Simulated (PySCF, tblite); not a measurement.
**C₂H₇OSi radical, a small gas-phase stand-in for a defect centre (C site with back bonds O[SiH3], C, [H]): EPR parameters**

Wanted: the EPR parameters for `C[CH]O[SiH3]`. It is drawn as: dangling bond.

Computed with tblite 0.8.0 and PySCF 2.14.0; each step states its level. No surroundings beyond the atoms listed, unless a continuum is named. Atoms count from 0, parts from 1.

## 1. Starting point

11 atoms, charge 0, multiplicity 2; geometry: distance geometry start.

## 2. Geometry optimisation with GFN2-xTB

Job settings and geometry (Å):

```
{"job": {"kind": "relax", "xc": "GFN2-xTB", "basis": "xTB"}, "charge": 0, "multiplicity": 2}
C      1.092967     0.201136    -1.511577
O      0.002820    -0.150195    -2.250151
Si    -0.958232    -1.622469    -2.022774
C      2.081354    -0.853527    -1.276734
H      1.503297     1.137856    -1.697521
H     -1.881088    -1.784423    -3.092736
H     -0.085353    -2.747919    -1.977519
H     -1.693920    -1.522917    -0.804454
H      3.027321    -0.546365    -1.642305
H      1.781624    -1.717631    -1.790798
H      2.160022    -1.057033    -0.260252
```

With the program's defaults for keys left out, this is: GFN2-xTB geometry optimisation, gas phase.

Run with:

```
> OMP_NUM_THREADS=1 python cluster_run.py task.json out
```

One launch serves the whole session: the jobs run in the order shown.

Standard output:

```text
step      E/eV     max force
  0    -370.11225    2.600
  1    -370.37862    1.457
  2    -370.47798    0.907
  3    -370.50725    0.722
  4    -370.60778    0.745
  5    -370.64910    0.574
  6    -370.67139    0.438
  7    -370.68617    0.334
  8    -370.69836    0.318
  9    -370.70820    0.305
 10    -370.71976    0.292
 11    -370.72978    0.254
 12    -370.73602    0.235
 13    -370.74084    0.198
 14    -370.74653    0.211
 15    -370.75300    0.232
 16    -370.75849    0.187
 17    -370.76201    0.146
 18    -370.76433    0.142
 19    -370.76631    0.115
 20    -370.76791    0.132
 21    -370.76914    0.130
 22    -370.77028    0.098
 23    -370.77145    0.096
 24    -370.77268    0.094
 25    -370.77385    0.085
 26    -370.77484    0.092
 27    -370.77567    0.089
 28    -370.77635    0.086
 29    -370.77684    0.066
 30    -370.77727    0.057
 31    -370.77781    0.074
 32    -370.77855    0.087
 33    -370.77931    0.074
 34    -370.77985    0.059
 35    -370.78021    0.071
 36    -370.78061    0.082
 37    -370.78129    0.088
 38    -370.78235    0.089
 39    -370.78355    0.108
 40    -370.78451    0.114
 41    -370.78531    0.099
 42    -370.78615    0.070
 43    -370.78696    0.070
 44    -370.78758    0.057
 45    -370.78809    0.069
 46    -370.78875    0.091
 47    -370.78968    0.127
 48    -370.79070    0.118
 49    -370.79152    0.083
 50    -370.79215    0.098
 51    -370.79287    0.121
 52    -370.79396    0.141
 53    -370.79591    0.163
 54    -370.79771    0.112
 55    -370.79898    0.094
 56    -370.80074    0.113
 57    -370.80329    0.132
 58    -370.80642    0.133
 59    -370.80843    0.211
 60    -370.79943    0.318
 61    -370.81117    0.095
 62    -370.81183    0.074
 63    -370.81294    0.045
 64    -370.81321    0.041
 65    -370.81350    0.045
 66    -370.81364    0.037
 67    -370.81386    0.041
 68    -370.81442    0.053
 69    -370.81488    0.050
 70    -370.81526    0.038
 71    -370.81543    0.026
 72    -370.81554    0.026
 73    -370.81567    0.028
 74    -370.81584    0.037
 75    -370.81606    0.036
 76    -370.81633    0.047
 77    -370.81665    0.055
 78    -370.81708    0.063
 79    -370.81765    0.079
 80    -370.81838    0.081
 81    -370.81912    0.058
 82    -370.81941    0.151
 83    -370.81941    0.110
 84    -370.81991    0.038
 85    -370.82004    0.057
 86    -370.82032    0.090
 87    -370.82047    0.054
 88    -370.82066    0.060
 89    -370.82080    0.031
 90    -370.82088    0.025
 91    -370.82098    0.020
 92    -370.82105    0.013
 93    -370.82108    0.015
 94    -370.82110    0.014
 95    -370.82111    0.011
 96    -370.82113    0.013
 97    -370.82114    0.014
 98    -370.82115    0.013
 99    -370.82116    0.010
100    -370.82117    0.012
101    -370.82119    0.013
102    -370.82121    0.012
103    -370.82121    0.011
104    -370.82122    0.009
105    -370.82124    0.012
106    -370.82126    0.015
107    -370.82131    0.017
108    -370.82137    0.023
109    -370.82143    0.019
110    -370.82148    0.020
111    -370.82156    0.028
112    -370.82171    0.045
113    -370.82200    0.078
114    -370.82243    0.106
115    -370.82291    0.064
116    -370.82300    0.066
117    -370.82346    0.073
118    -370.82364    0.038
119    -370.82387    0.028
120    -370.82409    0.031
121    -370.82412    0.012
122    -370.82415    0.011
123    -370.82419    0.024
124    -370.82422    0.017
125    -370.82427    0.017
126    -370.82429    0.011
127    -370.82430    0.008
```

It took 1.8 s on 1 thread of Arm Neoverse V1, shared host.

Along the way:

```csv
step,energy from step 0 (eV),largest force (eV/Å)
0,0.0000,2.5993
5,-0.5368,0.5744
10,-0.6075,0.2920
15,-0.6407,0.2321
20,-0.6557,0.1325
25,-0.6616,0.0858
30,-0.6650,0.0565
35,-0.6680,0.0705
40,-0.6723,0.1138
45,-0.6758,0.0681
50,-0.6799,0.0979
55,-0.6867,0.0945
60,-0.6872,0.3175
65,-0.7012,0.0451
70,-0.7030,0.0377
75,-0.7038,0.0359
80,-0.7061,0.0813
85,-0.7078,0.0572
90,-0.7086,0.0244
95,-0.7089,0.0108
100,-0.7089,0.0122
105,-0.7090,0.0116
110,-0.7092,0.0201
115,-0.7107,0.0634
120,-0.7118,0.0315
125,-0.7120,0.0173
127,-0.7120,0.0073
```

Close pairs (by a distance rule), those that changed most:

```csv
bond,before (Å),after (Å),change (Å)
O1–Si2,1.773,1.624,-0.148
C3–H10,1.040,1.091,+0.051
C3–H9,1.049,1.098,+0.049
Si2–H6,1.425,1.467,+0.042
Si2–H7,1.427,1.468,+0.042
C0–H4,1.039,1.077,+0.037
Si2–H5,1.422,1.453,+0.031
C3–H8,1.060,1.087,+0.027
```

## 3. Geometry optimisation at PBE0-D3(BJ)/def2-SVP

Job settings and geometry (Å):

```
{"job": {"xc": "PBE0", "basis": "def2-SVP", "d3": "d3bj", "grid": 2, "kind": "geom", "shake": 0.01}, "charge": 0, "multiplicity": 2}
C      0.557843     1.018682    -0.244492
O     -0.696205     0.639727    -0.600334
Si    -1.655058    -0.636650    -0.271738
C      1.509470     0.155836     0.462392
H      0.867895     1.932560    -0.756708
H     -2.783251    -0.290565    -1.094213
H     -0.971256    -1.894692    -0.639231
H     -1.938144    -0.700136     1.163290
H      2.310090     0.732444     0.877801
H      1.876208    -0.631045    -0.181322
H      0.955095    -0.354662     1.294855
```

Standard output:

```text
step   0  E = -444.58993466  max force = 0.037710
step   1  E = -444.59677121  max force = 0.010883
step   2  E = -444.59436327  max force = 0.019802
step   3  E = -444.59701789  max force = 0.007110
step   4  E = -444.59767995  max force = 0.002115
step   5  E = -444.59776197  max force = 0.001401
step   6  E = -444.59784720  max force = 0.000732
step   7  E = -444.59786377  max force = 0.000559
step   8  E = -444.59788697  max force = 0.000759
step   9  E = -444.59790018  max force = 0.000476
step  10  E = -444.59790549  max force = 0.000155
optimisation converged
```

Wall time 83 s (1 thread of Arm Neoverse V1, shared host); peak memory 0.48 GiB.

Along the way: (the energy doesn't fall at every step)

```csv
step,energy from step 0 (eV),largest force component (eV/Å)
0,0.0000,1.9391
1,-0.1860,0.5596
2,-0.1205,1.0183
3,-0.1927,0.3656
4,-0.2108,0.1088
5,-0.2130,0.0720
6,-0.2153,0.0376
7,-0.2158,0.0287
8,-0.2164,0.0390
9,-0.2168,0.0245
10,-0.2169,0.0080
```

Close pairs (by a distance rule), those that changed most:

```csv
bond,before (Å),after (Å),change (Å)
Si2–H5,1.438,1.486,+0.048
O1–Si2,1.630,1.674,+0.044
Si2–H7,1.464,1.495,+0.031
C3–H9,1.081,1.110,+0.029
C3–H8,1.071,1.100,+0.029
C3–H10,1.123,1.106,-0.017
C0–C3,1.466,1.483,+0.016
Si2–H6,1.478,1.494,+0.016
```

The final coordinates are the input of the step that follows.

```csv
at the end point,value
point group (found at 0.08 Å tolerance),C1
"rotational constants (GHz, main isotopes)","13.438, 3.537, 2.970"
dipole moment (D),1.00
⟨S²⟩,0.754
```

## 4. EPR parameters: B3LYP/IGLO-III+pcH-1

Job settings and geometry (Å):

```
{"job": {"kind": "epr"}, "charge": 0, "multiplicity": 2}
C      0.528761     1.099323    -0.165863
O     -0.644575     0.692957    -0.712669
Si    -1.617667    -0.593798    -0.265018
C      1.461416     0.109411     0.424220
H      0.893145     2.037168    -0.595254
H     -2.814587    -0.508722    -1.141734
H     -0.925404    -1.901379    -0.475673
H     -2.012222    -0.482714     1.172733
H      2.318252     0.621222     0.885574
H      1.864533    -0.601608    -0.326922
H      0.979899    -0.501088     1.210289
```

Level: UKS B3LYP, IGLO-III on C O Si, pcH-1 on H, non-relativistic, mean-field spin-orbit, GIAO.

Standard output:

```text
UKS, coarse grid
  cycle   1  E = -445.12050571  |g| = 4.98e-01
  cycle   2  E = -444.91946809  |g| = 8.84e-01
  cycle   3  E = -445.20371765  |g| = 9.85e-02
  cycle   4  E = -445.20706379  |g| = 3.70e-02
  cycle   5  E = -445.20772111  |g| = 6.70e-03
  cycle   6  E = -445.20774310  |g| = 1.81e-03
  cycle   7  E = -445.20774501  |g| = 8.45e-04
UKS, final grid
  cycle   1  E = -445.20775173  |g| = 9.42e-04
  cycle   2  E = -445.20775147  |g| = 1.26e-03
  cycle   3  E = -445.20775215  |g| = 1.62e-04
  cycle   4  E = -445.20775216  |g| = 5.78e-05
  cycle   5  E = -445.20775216  |g| = 2.24e-05
E = -445.20775216 Eh   <S^2> = 0.7537 (exact 0.7500)
g shifts (ppm)      1          2          3
  rmc          -173       -173       -173
  gc              4         35         38
  oz_so         -64       1016       1642
  total        -233        878       1507
hyperfine (MHz)  atom isotope    a_iso     a_fc   dipolar eigenvalues
    0   13C     141.62     141.72    -76.72    -74.73    151.44
    1   17O     -10.29     -10.35    -45.15     21.94     23.21
    2  29Si      -3.42      -3.44     -2.24      0.89      1.35
    3   13C     -20.68     -20.69     -2.15     -1.69      3.83
    4    1H     -46.77     -46.80    -35.09     -1.49     36.58
    5    1H      -2.73      -2.73     -2.02     -1.56      3.58
    6    1H       4.41       4.41     -1.88     -1.75      3.63
    7    1H      12.27      12.27     -2.36     -2.00      4.37
    8    1H       7.81       7.80     -5.45     -4.04      9.49
    9    1H     135.93     135.93     -4.16     -2.90      7.06
   10    1H      62.32      62.32     -4.95     -4.31      9.26
```

It took 36 s on 1 thread of Arm Neoverse V1, shared host; peak memory 0.84 GiB.

Principal g values 2.00209, 2.00320, 2.00383; g(iso) = 2.00304, against 2.00232 for a free electron.

Hyperfine couplings, nucleus by nucleus at this fixed geometry (no averaging over rotations):

```csv
nuclei,isotope,a(iso) (MHz),"a(iso) (G, at g = 2.0023)",largest dipolar term (MHz)
C0,13C,141.6,50.5,151.4
H9,1H,135.9,48.5,7.1
H10,1H,62.3,22.2,9.3
H4,1H,-46.8,-16.7,36.6
C3,13C,-20.7,-7.4,3.8
H7,1H,12.3,4.4,4.4
O1,17O,-10.3,-3.7,-45.1
H8,1H,7.8,2.8,9.5
H6,1H,4.4,1.6,3.6
Si2,29Si,-3.4,-1.2,-2.2
H5,1H,-2.7,-1.0,3.6
```

Mulliken spin populations:

```csv
atom,value (e)
C0,0.95
O1,0.07
Si2,0.01
C3,-0.09
H4,-0.05
H5,0.00
H6,0.00
H7,0.01
H8,0.00
H9,0.07
H10,0.02
```

In first order the couplings over 0.8 MHz of 1H give 128 distinct lines over 97.1 G.

## 5. EPR parameters: BHandHLYP/IGLO-III+pcH-1

Settings changed since step 4:

```diff
@@ -1,2 +1,2 @@
-{"job": {"kind": "epr"}, "charge": 0, "multiplicity": 2}
+{"job": {"kind": "epr", "xc": "BHandHLYP"}, "charge": 0, "multiplicity": 2}
 C      0.528761     1.099323    -0.165863
```

Method: UKS BHandHLYP, IGLO-III on C O Si, pcH-1 on H, non-relativistic, mean-field spin-orbit, GIAO.

Standard output:

```text
UKS, coarse grid
  cycle   1  E = -445.02143693  |g| = 4.16e-01
  cycle   2  E = -445.00244975  |g| = 5.00e-01
  cycle   3  E = -445.08738553  |g| = 4.92e-02
  cycle   4  E = -445.08844231  |g| = 1.80e-02
  cycle   5  E = -445.08863227  |g| = 4.83e-03
  cycle   6  E = -445.08865528  |g| = 1.93e-03
  cycle   7  E = -445.08865991  |g| = 5.38e-04
UKS, final grid
  cycle   1  E = -445.08866442  |g| = 3.04e-04
  cycle   2  E = -445.08866450  |g| = 1.95e-04
  cycle   3  E = -445.08866453  |g| = 9.92e-05
  cycle   4  E = -445.08866454  |g| = 5.61e-05
  cycle   5  E = -445.08866454  |g| = 1.04e-05
E = -445.08866454 Eh   <S^2> = 0.7557 (exact 0.7500)
g shifts (ppm)      1          2          3
  rmc          -175       -175       -175
  gc              2         34         38
  oz_so         -56        975       1558
  total        -229        835       1421
hyperfine (MHz)  atom isotope    a_iso     a_fc   dipolar eigenvalues
    0   13C     178.17     178.28    -79.16    -76.21    155.37
    1   17O     -17.38     -17.43    -43.36     20.65     22.71
    2  29Si      -1.59      -1.60     -1.89      0.65      1.24
    3   13C     -29.01     -29.03     -2.37     -1.27      3.65
    4    1H     -59.97     -60.00    -37.09     -1.73     38.83
    5    1H      -2.63      -2.63     -1.92     -1.55      3.47
    6    1H       3.06       3.06     -1.87     -1.76      3.63
    7    1H       8.53       8.53     -2.34     -2.07      4.41
    8    1H       9.28       9.27     -5.80     -4.02      9.82
    9    1H     136.53     136.53     -3.82     -3.15      6.97
   10    1H      62.70      62.70     -5.34     -4.14      9.48
```

It took 39 s on 1 thread of Arm Neoverse V1, shared host; peak memory 0.82 GiB.

In short: g(iso) 2.00299.

## 6. Run by run: EPR parameters

g, ⟨S²⟩ and isotropic hyperfine couplings (MHz), with basis size and wall time:

```csv
run,g(iso),⟨S²⟩,13C C0,1H H9,1H H10,1H H4,13C C3,functions,time
B3LYP/IGLO-III+pcH-1,2.00304,0.754,141.6,135.9,62.3,-46.8,-20.7,219,36 s
BHandHLYP/IGLO-III+pcH-1,2.00299,0.756,178.2,136.5,62.7,-60.0,-29.0,219,39 s
```

## 7. Results

```
                            quantity                  value
                         point group                     C1
rotational constants (main isotopes)  13.44, 3.54, 2.97 GHz
                      g(iso) (B3LYP)                2.00304
                                ⟨S²⟩     0.754 (exact 0.75)
                      largest a(iso)   13C on C0, 141.6 MHz
```

What this shows: The start of the PBE0/def2-SVP relaxation was shaken at random by about 0.01 Å, so part of the energy gained, and of the first lengths quoted, undoes that. The optimisation took 10 steps and gained 0.217 eV; among the close pairs (by a distance rule), Si2–H5 changed most, from 1.438 to 1.486 Å (PBE0/def2-SVP). C0 carries the largest spin population, 0.95 e. The isotropic g lies 0.7 ppt above the free-electron value. The coupling of 13C on C0 runs from 141.6 (B3LYP/IGLO-III+pcH-1) to 178.2 MHz (BHandHLYP/IGLO-III+pcH-1). A capped cluster stands for the solid here, so long-range fields and strain are missing, and bands or shifts of the capping hydrogens have no counterpart in it.
